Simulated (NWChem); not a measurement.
**PBE/def2-SVP run of C2H3F3 (1,1,2-trifluoroethane)**

Aim: the electronic atomisation energy of C2H3F3 (1,1,2-trifluoroethane) at PBE/def2-SVP, from 4 runs. 

The calculation is run with NWChem 7.3.0.

### Step 1. The system as given

C2H3F3: 8 atoms, total charge 0, spin state singlet. As SMILES, `FCC(F)F`. The coordinates come from a PBE0-D4/def2-TZVP relaxation. This is one conformer, not always the lowest.

Bond lengths: F1–C2 1.372 Å, C2–C3 1.509 Å, C3–F4 1.352 Å, C3–F5 1.356 Å, C2–H6 1.093 Å, C2–H7 1.093 Å, C3–H8 1.095 Å. Some angles: F1–C2–C3 109.3°, C2–C3–F4 110.4°, C2–C3–F5 108.3°, F4–C3–F5 107.9°, F1–C2–H6 109.4°, F1–C2–H7 109.2°, C3–C2–H6 109.5°, C3–C2–H7 109.4°, C2–C3–H8 113.0°, F4–C3–H8 108.2°.

### Step 2. The energy at PBE/def2-SVP (run 1)

File c2h3f3.nw:

```
start c2h3f3
memory 2200 mb
geometry units atomic noautosym nocenter noautoz
F     -2.15957902    -1.28690349     2.19794046
C     -0.35564646     0.36868557     1.34510706
C      0.32673365    -0.28799426    -1.34416219
F      1.55751227    -2.52429616    -1.42957781
F      1.91183592     1.51858391    -2.23403422
H      1.32602082     0.22468844     2.53695732
H     -1.11210382     2.28940320     1.41219233
H     -1.32054062    -0.41007057    -2.58986965
end
basis "ao basis" spherical bse
F library def2-SVP
C library def2-SVP
H library def2-SVP
end
dft
xc xpbe96 cpbe96
grid fine
convergence energy 1e-08
iterations 100
mulliken
noprint "final vectors analysis"
end
task dft energy
```

Command:

```sh
$ nwchem c2h3f3.nw > c2h3f3.out
```

The log of the run:

```text
[...]
          Wavefunction type:  closed shell.
          No. of atoms     :     8
          No. of electrons :    42
[...]
          Charge           :     0
          Spin multiplicity:     1
[...]
          AO basis - number of functions:    85
[...]
              XC Information
              --------------
          PerdewBurkeErnzerhof Exchange Functional  1.000
            Perdew 1991 LDA Correlation Functional  1.000 local
           PerdewBurkeErnz. Correlation Functional  1.000 non-local
[...]
 d= 0,ls=0.0,diis     1   -376.7119413400 -5.68D+02  2.31D-02  1.35D+00     2.9
[...]
 d= 0,ls=0.0,diis    10   -376.8582128954 -2.34D-09  2.75D-07  1.05D-09    17.8
         Total DFT energy =     -376.858212895410
      One electron energy =     -902.250257262256
           Coulomb energy =      377.005931517924
    Exchange-Corr. energy =      -42.973672801041
 Nuclear repulsion energy =      191.359785649963
[...]
      Total Density - Mulliken Population Analysis
     ---------------------------------------------
    Atom       Charge   Shell Charges
 -----------   ------   -------------------------------------------------------
    1 F    9     9.23   1.99  1.13  0.79  3.34  1.97  0.01
    2 C    6     5.78   1.98  0.94  0.09  2.07  0.63  0.07
    3 C    6     5.69   1.98  0.96  0.11  1.98  0.53  0.12
    4 F    9     9.18   1.99  1.14  0.77  3.34  1.93  0.01
    5 F    9     9.19   1.99  1.14  0.78  3.34  1.94  0.01
    6 H    1     0.97   0.75  0.19  0.02
    7 H    1     0.97   0.75  0.19  0.02
    8 H    1     0.99   0.76  0.20  0.02
[...]
```

Wall time 19 s (1 thread of AMD EPYC 7R43 (Zen 3), shared host); peak memory 0.11 GiB.

### Step 3. The C atom at the same level (run 2)

File geom.nw:

```
start geom
title "C"
memory 2200 mb
charge 0

geometry units angstrom noautosym nocenter noautoz
  C     0.000000    0.000000    0.000000
end

basis spherical bse
  * library def2-SVP
end

dft
  xc xpbe96 cpbe96
  mult 3
  grid fine
  convergence energy 1e-08
  iterations 100
  mulliken
  print low
end

task dft energy
```

Run the same way, it converges to -37.75124 Eh (log not shown).

Run 3 isn't shown in full; the table further down has it.

### Step 4. The H atom at the same level (run 4)

File h.nw:

```
start h
title "H PBE"
memory total 2200 mb
charge 0

geometry units angstrom noautosym nocenter noautoz
   H      0.000000     0.000000     0.000000
end

basis "ao basis" spherical bse
   * library def2-SVP
end

dft
   xc xpbe96 cpbe96
   mult 2
   grid fine
   convergence energy 1e-08
   maxiter 100
   mulliken
   noprint "final vectors analysis"
end

task dft energy
```

Run the same way, it converges to -0.49863 Eh (log not shown).

### Step 5. All runs side by side

```csv
run,level,partner,energy (Eh),wall time
1,PBE/def2-SVP,base,-376.858213,19 s
2,UPBE/def2-SVP,atoms,-37.751236,1.2 s
3,UPBE/def2-SVP,atoms,-99.539757,1.2 s
4,UPBE/def2-SVP,atoms,-0.498629,1 s
```

### Step 6. Results

At PBE/def2-SVP:

| quantity | value |
| --- | --- |
| H atom: total energy | -0.49863 Eh |
| H atom: ⟨S²⟩ | 0.750 |
| electronic atomisation energy | 33.758 eV |

In words: Taking the molecule apart into free atoms costs 33.76 eV (778 kcal/mol), before zero-point energy and without spin-orbit coupling. All runs together took 22 s, the longest 19 s.
